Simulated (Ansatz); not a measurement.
# C9H14N (N-butylpyridinium): the cost of one run

Computed with Ansatz 0.2.0, Gaussian basis. Level: the settings change from run to run.

## Step 1: The molecule

The geometry comes from an earlier relaxation with PBE-D4/def2-SVP; it is a stationary point, not always the lowest conformer.

SMILES `CCCC[n+]1ccccc1`, 24 atoms, charge 1, spin multiplicity 1.

Atoms are counted from 1 here; the program's logs count them from 0.

Bond lengths: C1–C2 1.529 Å, C1–H11 1.109 Å, C1–H12 1.107 Å, C1–H13 1.109 Å, C2–C3 1.534 Å, C2–H14 1.112 Å, C2–H15 1.112 Å, C3–C4 1.531 Å, C3–H16 1.112 Å, C3–H17 1.112 Å, C4–N5 1.488 Å, C4–H18 1.108 Å, C4–H19 1.108 Å, N5–C6 1.360 Å, N5–C10 1.360 Å, C6–C7 1.393 Å, C6–H20 1.099 Å, C7–C8 1.404 Å and more. Angles: C2–C1–H11 111.5°, C2–C1–H12 110.9°, C2–C1–H13 111.5°, H11–C1–H12 107.5°, H11–C1–H13 107.7°, H12–C1–H13 107.5°, C1–C2–C3 112.6°, C1–C2–H14 109.9°, C1–C2–H15 109.9°, C3–C2–H14 109.2°, C3–C2–H15 109.2°, H14–C2–H15 105.9°, C2–C3–C4 111.9°, C2–C3–H16 110.0°, C2–C3–H17 110.0°, C4–C3–H16 109.2°, C4–C3–H17 109.2°, H16–C3–H17 106.4° and more.

Coordinates:

```xyz
24
charge 1, multiplicity 1
C    -3.6942    0.6520    0.7197
C    -2.7294   -0.2328   -0.0709
C    -1.2601    0.1351    0.1710
C    -0.3092   -0.7586   -0.6297
N     1.1176   -0.4075   -0.3967
C     1.7114    0.5392   -1.1714
C     3.0247    0.9361   -0.9311
C     3.7368    0.3500    0.1272
C     3.1061   -0.6240    0.9174
C     1.7910   -0.9846    0.6342
H    -3.5209    0.5676    1.8121
H    -4.7453    0.3627    0.5257
H    -3.5855    1.7206    0.4426
H    -2.8883   -1.3002    0.1985
H    -2.9515   -0.1568   -1.1581
H    -1.0201    0.0484    1.2538
H    -1.0840    1.1982   -0.1053
H    -0.4318   -1.8251   -0.3573
H    -0.4934   -0.6713   -1.7183
H     1.1009    0.9582   -1.9841
H     3.4800    1.6993   -1.5779
H     4.7765    0.6465    0.3317
H     3.6268   -1.1123    1.7533
H     1.2419   -1.7406    1.2135
```

## Step 2: RPBE/def2-TZVP

This run has D4 dispersion.

File in.yaml:

```yaml
crystal:
  periodic: [false, false, false]
  atoms:
    - {symbol: C, position_ang: [-3.694214, 0.651978, 0.719666]}
    - {symbol: C, position_ang: [-2.729432, -0.232806, -0.070872]}
    - {symbol: C, position_ang: [-1.260123, 0.135070, 0.171033]}
    - {symbol: C, position_ang: [-0.309243, -0.758559, -0.629669]}
    - {symbol: N, position_ang: [1.117597, -0.407505, -0.396655]}
    - {symbol: C, position_ang: [1.711376, 0.539248, -1.171353]}
    - {symbol: C, position_ang: [3.024655, 0.936057, -0.931074]}
    - {symbol: C, position_ang: [3.736839, 0.349980, 0.127232]}
    - {symbol: C, position_ang: [3.106113, -0.623993, 0.917364]}
    - {symbol: C, position_ang: [1.790986, -0.984628, 0.634178]}
    - {symbol: H, position_ang: [-3.520852, 0.567568, 1.812073]}
    - {symbol: H, position_ang: [-4.745255, 0.362713, 0.525737]}
    - {symbol: H, position_ang: [-3.585486, 1.720596, 0.442625]}
    - {symbol: H, position_ang: [-2.888339, -1.300217, 0.198454]}
    - {symbol: H, position_ang: [-2.951451, -0.156846, -1.158116]}
    - {symbol: H, position_ang: [-1.020070, 0.048417, 1.253821]}
    - {symbol: H, position_ang: [-1.084006, 1.198153, -0.105347]}
    - {symbol: H, position_ang: [-0.431752, -1.825105, -0.357337]}
    - {symbol: H, position_ang: [-0.493415, -0.671310, -1.718294]}
    - {symbol: H, position_ang: [1.100898, 0.958208, -1.984052]}
    - {symbol: H, position_ang: [3.479962, 1.699303, -1.577899]}
    - {symbol: H, position_ang: [4.776548, 0.646540, 0.331677]}
    - {symbol: H, position_ang: [3.626789, -1.112257, 1.753262]}
    - {symbol: H, position_ang: [1.241863, -1.740606, 1.213535]}
basis:
  gaussian: {orbitals: def2-TZVP}
total_charge: 1
hamiltonian: {xc: {name: RPBE}, dispersion: d4}
scf: {omitted_lower_state_checks: [starts]}
```

Started as:

```console
> ansatz run in.yaml --threads 4 --pin off --events-out ev --progress --plain --max-ram 9574MiB
```

What time and memory should one allow on 4 threads of Arm Neoverse V1, shared host?

About 7.5 s, with a peak of 0.78 GiB.
